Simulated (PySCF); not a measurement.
# Ni, Ni⁺: ionisation energy in def2-SVP

Wanted: the ionisation energy of nickel, up a ladder of methods.

Method: unrestricted determinants in a Gaussian basis, no spin-orbit coupling in the energies. Code: PySCF 2.14.0.

## 1. What is computed

| Item | Value |
| --- | --- |
| Element | nickel (Z = 28) |
| Basis | def2-SVP |
| Hamiltonian | the non-relativistic Hamiltonian (point nucleus) |
| State 1 | Ni: [Ar] 3d8 4s2, high-spin 3F determinant |
| State 2 | Ni⁺: [Ar] 3d9, 2D determinant |
| Methods | UHF, r2SCAN, MN15, MP2 |
| Core shells frozen in the correlated runs | valence: [Ar] (for Ni) |

Outer shells as boxes (Hund's rule):

Ni [Ar] 3d8 4s2
```
[Ar] core
3d [↑↓][↑↓][↑↓][↑ ][↑ ]
4s [↑↓]
```

Ni+ [Ar] 3d9
```
[Ar] core
3d [↑↓][↑↓][↑↓][↑↓][↑ ]
```

The runs were made by one driver on top of PySCF. The scripts below sum up each run's settings (the driver also hands on starting orbitals that pick excited configurations, and frozen orbitals as a list rather than a count), and the logs come from the driver's own runs. The driver starts from symmetry-adapted Hartree-Fock orbitals, holds the occupation by maximum overlap and uses a logarithmic radial grid for functionals, so a plain start would take other cycles.

The driver's launch:

```sh
> OMP_NUM_THREADS=1 python atomrun2.py TASK.json OUT
```

The integrals over 31 functions and the set-up took 0.12 s of CPU time.

## 2. Ni, method by method

Level: UHF.

Input file input.py:

```python
from pyscf import gto, scf, dft, mp, cc
import basis_set_exchange as bse
mol = gto.M(atom="Ni 0 0 0", charge=0, spin=2, symmetry="D2h",
            basis=gto.basis.parse(bse.get_basis("def2-SVP", elements=["Ni"], fmt="nwchem", header=False)))
mf = scf.UHF(mol)
mf.irrep_nelec = {'Ag': (6, 4), 'B1g': (1, 1), 'B2g': (1, 1), 'B3g': (1, 1), 'B1u': (2, 2), 'B2u': (2, 2), 'B3u': (2, 2)}
mf.kernel()
```

Level: r2SCAN.

Changes to input.py:

```diff
@@ -4,3 +4,3 @@
             basis=gto.basis.parse(bse.get_basis("def2-SVP", elements=["Ni"], fmt="nwchem", header=False)))
-mf = scf.UHF(mol)
+mf = dft.UKS(mol, xc="R2SCAN")
 mf.irrep_nelec = {'Ag': (6, 4), 'B1g': (1, 1), 'B2g': (1, 1), 'B3g': (1, 1), 'B1u': (2, 2), 'B2u': (2, 2), 'B3u': (2, 2)}
```

Level: MN15.

Changes to input.py:

```diff
@@ -4,3 +4,3 @@
             basis=gto.basis.parse(bse.get_basis("def2-SVP", elements=["Ni"], fmt="nwchem", header=False)))
-mf = dft.UKS(mol, xc="R2SCAN")
+mf = dft.UKS(mol, xc="MN15")
 mf.irrep_nelec = {'Ag': (6, 4), 'B1g': (1, 1), 'B2g': (1, 1), 'B3g': (1, 1), 'B1u': (2, 2), 'B2u': (2, 2), 'B3u': (2, 2)}
```

Level: MP2 (valence).

```python
from pyscf import gto, scf, dft, mp, cc
import basis_set_exchange as bse
mol = gto.M(atom="Ni 0 0 0", charge=0, spin=2, symmetry="D2h",
            basis=gto.basis.parse(bse.get_basis("def2-SVP", elements=["Ni"], fmt="nwchem", header=False)))
mf = scf.UHF(mol)
mf.irrep_nelec = {'Ag': (6, 4), 'B1g': (1, 1), 'B2g': (1, 1), 'B3g': (1, 1), 'B1u': (2, 2), 'B2u': (2, 2), 'B3u': (2, 2)}
mf.kernel()
mp.UMP2(mf, frozen=9).kernel()
```

## 3. Ni⁺

Level: UHF.

Input file input.py:

```python
from pyscf import gto, scf, dft, mp, cc
import basis_set_exchange as bse
mol = gto.M(atom="Ni 0 0 0", charge=1, spin=1, symmetry="D2h",
            basis=gto.basis.parse(bse.get_basis("def2-SVP", elements=["Ni"], fmt="nwchem", header=False)))
mf = scf.UHF(mol)
mf.irrep_nelec = {'Ag': (5, 4), 'B1g': (1, 1), 'B2g': (1, 1), 'B3g': (1, 1), 'B1u': (2, 2), 'B2u': (2, 2), 'B3u': (2, 2)}
mf.kernel()
```

Level: r2SCAN.

Changes to input.py:

```diff
@@ -4,3 +4,3 @@
             basis=gto.basis.parse(bse.get_basis("def2-SVP", elements=["Ni"], fmt="nwchem", header=False)))
-mf = scf.UHF(mol)
+mf = dft.UKS(mol, xc="R2SCAN")
 mf.irrep_nelec = {'Ag': (5, 4), 'B1g': (1, 1), 'B2g': (1, 1), 'B3g': (1, 1), 'B1u': (2, 2), 'B2u': (2, 2), 'B3u': (2, 2)}
```

Level: MN15.

Changes to input.py:

```diff
@@ -4,3 +4,3 @@
             basis=gto.basis.parse(bse.get_basis("def2-SVP", elements=["Ni"], fmt="nwchem", header=False)))
-mf = dft.UKS(mol, xc="R2SCAN")
+mf = dft.UKS(mol, xc="MN15")
 mf.irrep_nelec = {'Ag': (5, 4), 'B1g': (1, 1), 'B2g': (1, 1), 'B3g': (1, 1), 'B1u': (2, 2), 'B2u': (2, 2), 'B3u': (2, 2)}
```

Level: MP2 (valence).

Input file input.py:

```python
from pyscf import gto, scf, dft, mp, cc
import basis_set_exchange as bse
mol = gto.M(atom="Ni 0 0 0", charge=1, spin=1, symmetry="D2h",
            basis=gto.basis.parse(bse.get_basis("def2-SVP", elements=["Ni"], fmt="nwchem", header=False)))
mf = scf.UHF(mol)
mf.irrep_nelec = {'Ag': (5, 4), 'B1g': (1, 1), 'B2g': (1, 1), 'B3g': (1, 1), 'B1u': (2, 2), 'B2u': (2, 2), 'B3u': (2, 2)}
mf.kernel()
mp.UMP2(mf, frozen=9).kernel()
```

What does the calculation give?

As calculated:

| quantity | value |
| --- | --- |
| ionisation energy, Ni | UHF 8.102, MP2 (valence) 6.796 eV; reference 7.640 |

**Reading.** The methods span 1.653 eV, from MN15 (6.450) to UHF (8.102). The reference is uncertain or not like for like (spin-orbit coupling or other relativistic terms), so no ranking of close methods is drawn. All values hold for this basis alone; no basis-set limit was taken.
